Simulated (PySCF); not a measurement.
# C8H11FO: the cost of one run

The runs use PySCF 2.14.0, with density-fitted response routines of our own; the level of theory stands in each step. All values are computed, except where a source is named. Atoms are numbered from 0 throughout.

## (1) The starting structure

21 atoms, charge 0, multiplicity 1; geometry from: GFN2-xTB. The atoms were then displaced at random by about 0.01 Å, so the start is not that level's minimum.

Bonds of the start (Å): C0–C1 1.54, C1–C2 1.55, C2–C3 1.49, C3–C4 1.53, C4–F5 1.38, C4–C6 1.54, C4–C7 1.53, C7–O8 1.19, C7–C9 1.50, C6–C1 1.53, C9–C1 1.53, C0–H10 1.08, C0–H11 1.10, C0–H12 1.05, C2–H13 1.10, C2–H14 1.09, C3–H15 1.11, C3–H16 1.10, C6–H17 1.09, C6–H18 1.08, C9–H19 1.08, C9–H20 1.09.

## (2) Optimising the geometry at PBE0-D3(BJ)/def2-SVP

What the job is given:

```
{"job": {"xc": "PBE0", "basis": "def2-SVP", "d3": "d3bj", "grid": 1, "shake": 0.01, "kind": "geom"}, "charge": 0, "multiplicity": 1}
C      2.145330    -0.202660     0.606470
C      0.681210    -0.053710     0.136620
C     -0.159190    -1.348330     0.246570
C     -1.563110    -0.857040     0.172630
C     -1.436870     0.662050     0.044850
F     -2.571080     1.365520     0.381340
C     -0.186100     0.942750     0.906550
C     -0.907340     0.899060    -1.368410
O     -1.536030     1.287000    -2.297490
C      0.526580     0.459250    -1.291340
H      2.153280    -0.503750     1.648640
H      2.644420     0.778920     0.528260
H      2.626360    -0.896540    -0.015750
H      0.043860    -1.835660     1.213760
H      0.100660    -2.057730    -0.541300
H     -2.158880    -1.068700     1.090220
H     -2.140750    -1.257180    -0.674990
H     -0.351370     0.682660     1.956520
H      0.140130     1.969150     0.838440
H      0.731070    -0.274480    -2.060950
H      1.146640     1.331700    -1.497620
```

Launch:

```bash
$ OMP_NUM_THREADS=1 python probes_run.py task.json out
```

This one command runs all jobs of the session in turn.

Q: Estimate the wall time and peak memory of this first job on 1 thread of Arm Neoverse V1, shared host.

About 2.3 min, with a peak of 0.87 GiB.
